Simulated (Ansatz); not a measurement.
# FH6NOSi: the cost of one run

Computed with Ansatz 0.2.0, Gaussian basis. Level: PBE0-D4, def2-SVP first, then def2-TZVP.

152 further runs of the same task are left out: 152 set aside as unsound or not needed. Runs told in other sessions of the task aren't counted.

## (1) Where the work starts

The guess: 10 atoms, charge 0, spin multiplicity 1.

Atoms are counted from 1 here; the program's logs count them from 0.

Bond lengths: Si1–N2 1.845 Å, Si1–H3 1.459 Å, Si1–H4 1.446 Å, Si1–O5 1.604 Å, N2–H6 1.154 Å, N2–H8 1.011 Å, N2–H9 1.013 Å, O5–H10 0.961 Å. Angles: N2–Si1–H3 104.1°, N2–Si1–H4 104.7°, N2–Si1–O5 109.0°, H3–Si1–H4 115.2°, H3–Si1–O5 102.1°, H4–Si1–O5 120.6°, Si1–N2–H6 90.4°, Si1–N2–H8 116.3°, Si1–N2–H9 115.7°, H6–N2–H8 111.7°, H6–N2–H9 112.2°, H8–N2–H9 109.4°, Si1–O5–H10 115.7°.

Coordinates:

```
Si   -0.61240    0.44860   -0.48360
N     0.21110   -1.12870    0.00370
H    -1.01210    0.22780   -1.86960
H    -1.70210    0.59870    0.45460
O     0.50130    1.59340   -0.63260
H     0.53350   -0.65980    1.00710
F     0.51510    0.40810    1.76540
H    -0.39510   -1.92570    0.14110
H     1.00450   -1.40250   -0.56270
H     0.95620    1.84010    0.17680
```

Distances that are to change: Si1–F7 2.52 Å, N2–H6 1.15 Å, Si1–N2 1.84 Å, H6–F7 1.31 Å.

## (2) Relaxing the guess with the reacting distances held

hold/in.yaml

```yaml
crystal:
  periodic: [false, false, false]
  atoms:
    - {symbol: Si, position_ang: [-0.612400, 0.448600, -0.483600]}
    - {symbol: N, position_ang: [0.211100, -1.128700, 0.003700]}
    - {symbol: H, position_ang: [-1.012100, 0.227800, -1.869600]}
    - {symbol: H, position_ang: [-1.702100, 0.598700, 0.454600]}
    - {symbol: O, position_ang: [0.501300, 1.593400, -0.632600]}
    - {symbol: H, position_ang: [0.533500, -0.659800, 1.007100]}
    - {symbol: F, position_ang: [0.515100, 0.408100, 1.765400]}
    - {symbol: H, position_ang: [-0.395100, -1.925700, 0.141100]}
    - {symbol: H, position_ang: [1.004500, -1.402500, -0.562700]}
    - {symbol: H, position_ang: [0.956200, 1.840100, 0.176800]}
basis:
  gaussian: {orbitals: def2-SVP}
hamiltonian: {xc: pbe0, dispersion: d4}
relax: {f_tol: 0.04, max_steps: 150, escape_saddle: false, constraints: [{distance: [0, 6]}, {distance: [1, 5]}, {distance: [0, 1]}, {distance: [5, 6]}]}
```

The run is started by

```
ansatz run in.yaml --threads 4 --pin off --events-out ev --progress --plain --max-ram 9574MiB
```

**Question.** How long does this run take on 4 threads of Intel Xeon at 2.50GHz, shared host?

About 20 s.
